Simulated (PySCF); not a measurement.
# C2H5N3Sn: the cost of one run

Programs: PySCF 2.14.0, with routines of our own; each step states its level. All values are computed. Atoms count from 0.

## 1. The starting structure

11 atoms, charge 0, multiplicity 1; geometry from: GFN2-xTB.

## 2. Geometry optimisation at PBE0-D3(BJ)/def2-SVP

The job: settings as JSON, then the geometry in Å.

```
{"job": {"xc": "PBE0", "basis": "def2-SVP", "d3": "d3bj", "grid": 1, "maxiter": 30, "shake": 0.01, "kind": "geom"}, "charge": 0, "multiplicity": 1}
Sn    -2.028390    -0.037800    -0.004430
N     -0.017390     0.027720    -0.123320
C      1.000740    -0.060490     0.732270
C      2.181020     0.015460    -0.044390
N      1.749070     0.132620    -1.329800
N      0.473720     0.155170    -1.364550
H     -2.459990     0.913920     1.304280
H     -2.455720    -1.593030     0.227910
H     -2.446220     0.599280    -1.460760
H      0.867850    -0.160390     1.806120
H      3.173400    -0.018280     0.241010
```

Started as:

```console
> OMP_NUM_THREADS=1 python heavy_run.py task.json out
```

This one command runs all jobs of the session in turn.

Q: Estimate the wall time and peak memory of this first job on 1 thread of Arm Neoverse V2, shared host.

About 1.8 min, with a peak of 0.51 GiB.
